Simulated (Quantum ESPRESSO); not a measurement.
Runs of Quantum ESPRESSO 7.5 on Si. The structure is cubic, space group Fd-3m (No. 227). The conventional cell has a = 5.431 Å, b = 5.431 Å, c = 5.431 Å, α = 90.00°, β = 90.00°, γ = 90.00°. Around Si (site symmetry -43m) lie 4 Si at 2.35 Å. 

| cell | gap on the mesh (eV) | pressure (GPa) |
| --- | --- | --- |
| relaxed to 9 GPa | (b) | 9.0 |
| relaxed to 6 GPa | 0.37 | 6.0 |
| relaxed to 0.3 kbar | (a) | 0.0 |
| relaxed to 3 GPa | 0.43 | 3.0 |
| relaxed to 12 GPa | 0.27 | 12.0 |

Alike in all rows: task relaxation of cell and atoms; level PBEsol; potentials or basis PseudoDojo 0.4.1 SR PBEsol standard; no spin polarisation; k mesh 11 × 11 × 11; cutoff (eV) 490; smearing fixed.

Estimate the missing entries.

(a) 0.48; (b) 0.32.

Caveats: an odd mesh through Γ misses points on the zone boundary, where band edges often lie; the relaxation stopped at its first step, so nothing moved (some runs).
